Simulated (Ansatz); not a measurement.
Task: a comparison of functionals at one structure of WS2, space group P-3m1, with Ansatz 0.2.0 through its Python package. Give the script and its output. Level of theory (first run): PBEsol, PAW, cutoff 517 eV, 9×9×2 k-points, Fermi-Dirac smearing of 0.1 eV. The script varies functional: pbesol, lda, r2scan.

```
W S
1.0
     3.18321    0.00000    0.00000
    -1.59160    2.75674    0.00000
     0.00000    0.00000   23.66876
W S
2 4
Direct
  0.33333 0.66667 0.63732
  0.66667 0.33333 0.36268
  0.33333 0.66667 0.29682
  0.66667 0.33333 0.57144
  0.33333 0.66667 0.42856
  0.66667 0.33333 0.70318
```

`run_xc.py`
```python
# -*- coding: utf-8 -*-
'''Functional comparison for WS2 (totals differ with the potentials too).'''

import ansatz
from tabulate import tabulate

config = {
    'filling': 'fermi_dirac',
    'kgrid': (9, 9, 2),
}

structure = (
    ansatz.Lattice.of((3.183209, 0.0, 0.0), (-1.591604, 2.756739, 0.0), (0.0, 0.0, 23.668763))
    .atom('W', (1 / 3, 2 / 3, 0.637318))
    .atom('W', (2 / 3, 1 / 3, 0.362682))
    .atom('S', (1 / 3, 2 / 3, 0.296816))
    .atom('S', (2 / 3, 1 / 3, 0.571442))
    .atom('S', (1 / 3, 2 / 3, 0.428558))
    .atom('S', (2 / 3, 1 / 3, 0.703184))
)

job = (
    structure.calculation()
    .occupations(config['filling'])
    .kpoints(*config['kgrid'], center='gamma')
    .basis(19 * ansatz.Ha)
    .stress()
)

rows = []
for value in ['pbesol', 'lda', 'r2scan']:
    r = job.functional(value).run().report
    rows.append((value, r['free_energy_ev'] / len(r['lattice']['sites']), r['n_iterations'], sum(r['stress_gpa'][i][i] for i in range(3)) / 3, r['n_kpoints']))

print(tabulate(rows, headers=['functional', 'F/atom (eV)', 'iterations', 'P (GPa)', 'k-points'], floatfmt='.4f', tablefmt='plain'))
```

Output of `python run_xc.py`:
```text
functional      F/atom (eV)    iterations    P (GPa)    k-points
pbesol           -4009.6845             8    -1.5116          24
lda              -3957.1954             9    -2.9945          24
r2scan           -4070.5446             9    -0.0771          24
```

From lowest to highest: LDA (-3.0 GPa), PBEsol (-1.5 GPa) and r2SCAN (-0.1 GPa). At a fixed cell a lower pressure usually means a smaller equilibrium volume, so LDA prefers the smallest cell and r2SCAN the largest.

Caveats:
- No spin polarisation was allowed.
- The cell holds layers, chains or clusters in vacuum, no bulk phase; its stress is averaged over the vacuum too and scales with the cell's height.
- Pressure is positive in compression.
- Points of the mesh across the vacuum add cost only.
- Spin-orbit coupling, which matters for elements this heavy, is left out.
- The structure comes from a database of computed cells and needn't be a stable or known phase.
- Total energies of different functionals can't be compared; pressures, moments and gaps at this one structure can.
- It ran for 40 s on 1 thread of Arm Neoverse V2, with other jobs on the host, peak memory 0.99 GiB.
